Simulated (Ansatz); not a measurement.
# Sn3Se: the cost of one run

Method: DFT PBEsol, scalar-relativistic, plane waves, PAW, in Ansatz 0.2.0.

4 further runs of the same task are left out: 3 that didn't finish, 1 set aside as unsound or not needed.

### Step 1. Starting point

Symmetry: Fm-3m, No. 225, cubic system. Conventional cell: a = 7.316 Å, b = 7.316 Å, c = 7.316 Å, α = 90.00°, β = 90.00°, γ = 90.00°. Sn (site symmetry -43m) is surrounded by 4 Sn at 3.17 Å and 4 Se at 3.17 Å. Around Sn (site symmetry m-3m) lie 8 Sn at 3.17 Å. Around Se (site symmetry m-3m) lie 8 Sn at 3.17 Å.

Coordinates:

```
CELL_PARAMETERS angstrom
0.00000 3.65819 3.65819
3.65819 0.00000 3.65819
3.65819 3.65819 0.00000
ATOMIC_POSITIONS crystal
Sn 0.25000 0.25000 0.25000
Sn 0.75000 0.75000 0.75000
Sn 0.50000 0.50000 0.50000
Se 0.00000 0.00000 0.00000
```

It goes back to an entry of the Materials Project, which need not be the stable form.

It is the result of an earlier relaxation at this level (volume 24.48 Å³/atom; gap on the mesh: none (metal)).

### Step 2. The reference cell

Reference values: F = -23273.6136 eV; pressure 0.10 GPa; largest force 0.000 eV/Å; gap on the mesh none (metal). It was computed beforehand with the settings of the runs below.

### Step 3. The scan: a strain scan

The cell is strained by ε times the Voigt pattern (0, 0, 1, 0, 0, 0) (xx, yy, zz, yz, xz, xy; engineering shear), with fractional coordinates fixed (clamped ions). The stress on the pattern is the sum of the stress components weighted by it, tension positive.

### Step 4. At ε = -0.1000

Input file input.yaml:

```yaml
crystal:
  lattice:
    - [0.0, 3.6581854746, 3.2923669271]
    - [3.6581854746, 0.0, 3.2923669271]
    - [3.6581854746, 3.6581854746, 0.0]
  atoms:
    - { symbol: Sn, position: [0.25, 0.25, 0.25] }
    - { symbol: Sn, position: [0.75, 0.75, 0.75] }
    - { symbol: Sn, position: [0.5, 0.5, 0.5] }
    - { symbol: Se, position: [0.0, 0.0, 0.0] }
basis:
  ecutwfc: 420
kpoints:
  mp_grid: { grid: [12, 12, 12] }
hamiltonian:
  xc: pbesol
scf:
  occupations: { method: gaussian, width: 0.15 }
output:
  forces: true
  stress: true
  eigenvalues: true
```

On the command line:

```sh
> ansatz run input.yaml --threads 1 --pin off --max-ram 2560MiB --backend cpu --events-out ev --progress --plain --runs-dir out
```

**Question.** How long does this run take on 1 thread of Intel Xeon 6975P-C (Granite Rapids), shared host, and how much memory does it need?

About 13 s, with a peak of 0.66 GiB.
